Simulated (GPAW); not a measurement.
# Ti3S2 (R32) in GPAW: equation of state

How stiff is Ti3S2 in PBEsol, and what volume does it want? The cell is scaled to several volumes.

Program: GPAW 26.7.0. These are calculated values, not measurements. Logs are shortened: lines on timing, memory, paths and dates and some standing lists are left out, and cuts for length are marked. The log counts tension as positive stress, the text compression.

## 1. The crystal as given

Symmetry: R32, No. 155, trigonal system. Conventional cell: a = 5.426 Å, b = 5.426 Å, c = 9.713 Å, α = 90.00°, β = 90.00°, γ = 120.00°. Around Ti (site symmetry 2) lie 4 S at 2.42 to 2.44 Å. S (site symmetry 3) is surrounded by 6 Ti at 2.42 to 2.44 Å.

The cell comes from a database or a generator and needn't be the stable form of this composition.

## 2. Equation of state, PBEsol

run.py reads:

```python
from ase import Atoms
from ase.eos import EquationOfState
from ase.io import Trajectory
from ase.units import GPa
from gpaw import GPAW, PW, setup_paths

setup_paths.insert(0, '.')

atoms = Atoms(['Ti', 'Ti', 'Ti', 'S', 'S'],
              cell=[[2.7131139241, 1.5664170544, 3.2376184047],
                    [-2.7131139241, 1.5664170544, 3.2376184047],
                    [0.0, -3.1328341088, 3.2376184047]],
              scaled_positions=[[0.0, 0.335655, 0.664345],
                                [0.664345, 0.0, 0.335655],
                                [0.335655, 0.664345, 0.0],
                                [0.167839, 0.167839, 0.167839],
                                [0.832161, 0.832161, 0.832161]],
              pbc=True)

traj = Trajectory('eos.traj', 'w')
volumes, energies = [], []
for x in [0.94, 0.96, 0.98, 1.0, 1.02, 1.04, 1.06]:
    a = atoms.copy()
    a.set_cell(atoms.cell * x**(1 / 3), scale_atoms=True)
    calc = GPAW(mode=PW(600),
                xc='PBEsol',
                kpts={'size': (6, 6, 6), 'gamma': True},
                occupations={'name': 'fermi-dirac', 'width': 0.05},
                nbands=44,
                convergence={'density': 1e-05, 'energy': 1e-05},
                maxiter=150,
                txt=f'eos-{x:.2f}.txt')
    a.calc = calc
    energies.append(a.get_potential_energy(force_consistent=True))
    volumes.append(a.get_volume())
    p = -a.get_stress()[:3].mean() / GPa
    calc.write(f'eos-{x:.2f}.gpw')
    traj.write(a)
    print(f'{x:.2f} {volumes[-1]:10.4f} A^3 {energies[-1]:14.6f} eV {p:9.3f} GPa', flush=True)

v0, e0, B = EquationOfState(volumes, energies, eos='birchmurnaghan').fit()
print(f'V0 = {v0:.4f} A^3, E0 = {e0:.6f} eV, B0 = {B / GPa:.2f} GPa')
```

Potentials or basis: PAW data sets generated in the run's folder for this functional, pw.

Run with:

```sh
$ gpaw-setup -f PBEsol S Ti
$ OMP_NUM_THREADS=1 python run.py
```

What it wrote:

```text
__  _  _
 | _ |_)|_||  |
 |__||  | ||/\| - 26.7.0

Input parameters:
  mode=PW(ecut=600.0),
  convergence={'density': 1e-05, 'energy': 1e-05},
  kpts=MonkhorstPack(size=(6, 6, 6), gamma=True),
  maxiter=150,
  nbands=44,
  occupations=Occupations(name='fermi-dirac', width=0.05),
  xc=XC(name='PBEsol')

Diagonalizing LCAO Hamiltonian
Converting LCAO to pw mode

          S

         Ti
       Ti     Ti
          S

Atoms  # Å, Bohr magnetons
|   | symbol |         x |         y |        z |    initial magnetic moments |
|---|--------|-----------|-----------|----------|-----------------------------|
| 0 |     Ti | -0.892080 | -1.523753 | 3.171526 | ( 0.0000,  0.0000,  0.0000) |
| 1 |     Ti |  1.765649 | -0.010687 | 3.171526 | ( 0.0000,  0.0000,  0.0000) |
| 2 |     Ti | -0.873569 |  1.534440 | 3.171526 | ( 0.0000,  0.0000,  0.0000) |
| 3 |      S |  0.000000 | -0.000000 | 1.596917 | ( 0.0000,  0.0000,  0.0000) |
| 4 |      S | -0.000000 | -0.000000 | 7.917661 | ( 0.0000,  0.0000,  0.0000) |

Unit cell  # Å
| periodic |         x |         y |        z |  lengths |    angles |
|----------|-----------|-----------|----------|----------|-----------|
|      yes |  2.657729 |  1.534440 | 3.171526 | 4.413231 | 74.057886 |
|      yes | -2.657729 |  1.534440 | 3.171526 | 4.413231 | 74.057886 |
|      yes |  0.000000 | -3.068881 | 3.171526 | 4.413231 | 74.057886 |

Number of symmetries: 6
Symmetry operations  # r_c * U_cc + t_c -> r_c
|   | kind |            matrix            |
|---|------|------------------------------|
| 0 |  E   |  1, 0, 0,  0, 1, 0,  0, 0, 1 |
| 1 |  C3  |  0, 1, 0,  0, 0, 1,  1, 0, 0 |
| 2 |  C3  |  0, 0, 1,  1, 0, 0,  0, 1, 0 |
| 3 |  C2  |  0, 0,-1,  0,-1, 0, -1, 0, 0 |
| 4 |  C2  |  0,-1, 0, -1, 0, 0,  0, 0,-1 |
| 5 |  C2  | -1, 0, 0,  0, 0,-1,  0,-1, 0 |

BZ-sampling:
  Number of BZ points: 216
  Number of IBZ points: 32

  Monkhorst-Pack size: [6, 6, 6]
  Monkhorst-Pack shift: [0.08333333333333333, 0.08333333333333333, 0.08333333333333333]

K-points  # in reciprocal-cell coordinates
|     |                                coordinates |     weight |
|-----|--------------------------------------------|------------|
|   0 | (  0.00000000,   0.00000000,   0.00000000) | 0.00462963 |
|   1 | (  0.16666667,   0.00000000,  -0.16666667) | 0.02777778 |
|   2 | (  0.16666667,   0.00000000,   0.00000000) | 0.02777778 |
|   3 | (  0.16666667,   0.16666667,  -0.16666667) | 0.02777778 |
|   4 | (  0.16666667,   0.16666667,   0.00000000) | 0.02777778 |
|   5 | (  0.16666667,   0.16666667,   0.16666667) | 0.00925926 |
|   6 | (  0.33333333,  -0.16666667,  -0.16666667) | 0.02777778 |
|   7 | (  0.33333333,   0.00000000,  -0.33333333) | 0.02777778 |
|   8 | (  0.33333333,   0.00000000,  -0.16666667) | 0.05555556 |
|   9 | (  0.33333333,   0.00000000,   0.00000000) | 0.02777778 |
| ... |                                            |            |
|  31 | (  0.50000000,   0.50000000,   0.50000000) | 0.00462963 |

Plane wave coefficients: 2605
Cutoff: 600.0 eV

Spin-components: 1 (collinear spins)
Bands:           44
Projectors:      28
Spin-degeneracy: 2
Datatype:        complex128

Parallelization:
  kpt:    1
  domain: 1
  band:   1

Density:
  Valence electrons: 48.0
  Components: 1
  Grid points: [25 25 25]
  Charge: 0.0  # |e|

Potential:
  Grid points: [25 25 25]

species:
  Ti:
    name:    Titanium
    Z:       22.0
    valence: 12
    core:    10
    charge:  0.0  # [|e|]
    compensation charges:
      type: gauss
      rc: 0.38  # [Å]
      lmax: 2
    cutoffs:
      filter: 2.23  # [Å]
      core: 1.02  # [Å]
    projectors
    | kind |    occ | energy [eV] | rcut [Å] |
    |------|--------|-------------|----------|
    |   3s |  2.000 |     -62.441 |    1.270 |
    |   4s |  2.000 |      -4.477 |    1.270 |
    |   3p |  6.000 |     -38.776 |    1.058 |
    |   4p |  0.000 |      -1.449 |    1.058 |
    |   3d |  2.000 |      -4.275 |    1.058 |
    |    d |        |      22.937 |    1.058 |

    Using partial waves for Ti as LCAO basis

  S:
    name:    Sulfur
    Z:       16.0
    valence: 6
    core:    10
    charge:  0.0  # [|e|]
    compensation charges:
      type: gauss
      rc: 0.24  # [Å]
      lmax: 2
    cutoffs:
      filter: 1.77  # [Å]
      core: 1.66  # [Å]
    projectors
    | kind |    occ | energy [eV] | rcut [Å] |
    |------|--------|-------------|----------|
    |   3s |  2.000 |     -17.192 |    0.974 |
    |   3p |  4.000 |      -6.978 |    0.979 |
    |    s |        |      10.020 |    0.974 |
    |    p |        |      20.234 |    0.979 |
    |    d |        |       0.000 |    0.900 |

    Using partial waves for S as LCAO basis

Reference energy: -91273.641603  # eV

eigensolver:
  PPCG
  Converge bands: occupied
  niter=2

density mixing:
  MSR1-Mixer
  Pratt-step length: 0.05
  Maximum mixing coefficient: 0.75
  Old densities: 10
  SVD Regularization: 0.005
  Good broyden scale: 1.0
  Trust region scale: 1.0
  Backstep threshold: 4.0
  History deletion threshold: 6.0
  Fourier metric: weight=20.0, sigma=0.015

occupation numbers:
  Fermi-Dirac:
    width: 0.0500  # eV

poisson solver:
  ecut: 4800.0  # eV

xc functional:
  name: PBEsol with 2 nearest neighbor stencil

convergence criteria:
- Maximum integral of absolute [dens]ity change: 1e-05 electrons / valence electron
- Maximum [total energy] change in last 3 cyles: 1e-05 eV / valence electron
- Maximum integral of absolute [eigenst]ate change: 4e-08 eV^2 / valence electron
maximum number of iterations: 150

SCF iterations
|iter     | |      energy | eigst |  dens |
|---------|-|-------------|-------|-------|
|iter:   1| |  -35.632977 | +0.42 |       |
|iter:   2| |  -35.815125 | -1.29 | -1.36 |
|iter:   3| |-439484.158186 | +5.24 | -1.36 |
|iter:   4| |   11.203906 | +1.84 | +1.32 |
|iter:   5| |  -29.494879 | +1.37 | -0.47 |
|iter:   6| |  -35.700454 | -0.23 | -1.09 |
|iter:   7| |  -35.612442 | -1.96 | -1.61 |
|iter:   8| |  -35.506555 | -1.98 | -1.75 |
|iter:   9| |  -35.517924 | -3.15 | -2.33 |
|iter:  10| |  -35.510657 | -4.01 | -2.22 |
|iter:  11| |  -35.503376 | -3.69 | -2.35 |
|iter:  12| |  -35.502008 | -4.25 | -2.70 |
|iter:  13| |  -35.501788 | -5.09 | -3.09 |
|iter:  14| |  -35.501753c| -5.78 | -3.47 |
|iter:  15| |  -35.501750c| -6.55 | -3.89 |
|iter:  16| |  -35.501750c| -7.06 | -4.32 |
|iter:  17| |  -35.501750c| -8.30c| -5.99c|

Converged in 17 steps
Energy contributions relative to reference atoms: (reference = -91273.641603)

Energy contributions:
  Kinetic:          41.483504
  Coulomb:         -36.104002
  Zero:              0.028898
  External:          0.000000
  Xc:              -40.901261
  Entropy:          -0.017778
  Spinorbit:         0.000000
  ----------------------------
  Free energy:     -35.510639
  Extrapolated:    -35.501750

dipole moment: (0.000000, -0.000000, -30.279909)  # |e|*Ang

Fermi level: 9.480
Eigenvalues  # (at kpt = [0.000, 0.000, 0.000])
| band index |      eig [eV] | occ [0-2] |
|------------|---------------|-----------|
|          0 |       -47.106 |     2.000 |
|        ... |               |           |
|         16 |         3.667 |     2.000 |
|         17 |         5.248 |     2.000 |
|         18 |         5.512 |     2.000 |
|         19 |         5.512 |     2.000 |
|         20 |         7.249 |     2.000 |
|         21 |         7.942 |     2.000 |
[... 8 lines left out ...]
|         30 |        12.174 |     0.000 |
|         31 |        12.670 |     0.000 |
|        ... |               |           |
|         43 |        20.746 |     0.000 |

No gap
No difference between direct/indirect transitions

Stress tensor  # eV/Ang^3
|         x |         y |         z |
|-----------|-----------|-----------|
| -0.024802 | -0.000000 | -0.000000 |
| -0.000000 | -0.024802 | -0.000000 |
| -0.000000 |  0.000000 | -0.029700 |

# Writing to eos-0.94.gpw (mode='')
```

It took 17 min on 1 thread of Arm Neoverse V1, shared host; peak memory 0.38 GiB.

What came out:

- Equilibrium volume: 16.03 Å³/atom
- Bulk modulus at fixed shape and positions: 139 GPa
- Pressure derivative of the bulk modulus: 4.3

Energy against volume, from the lowest point:
```csv
volume (Å³/atom),energy (meV/atom)
15.521,7.02
15.851,0.39
16.181,0.00
16.511,5.29
16.842,15.56
17.172,30.42
17.502,49.29
```

Caveat: the cell was scaled at fixed shape and fractional positions, which overstates the stiffness of a crystal with free parameters, most of all of layers and chains.
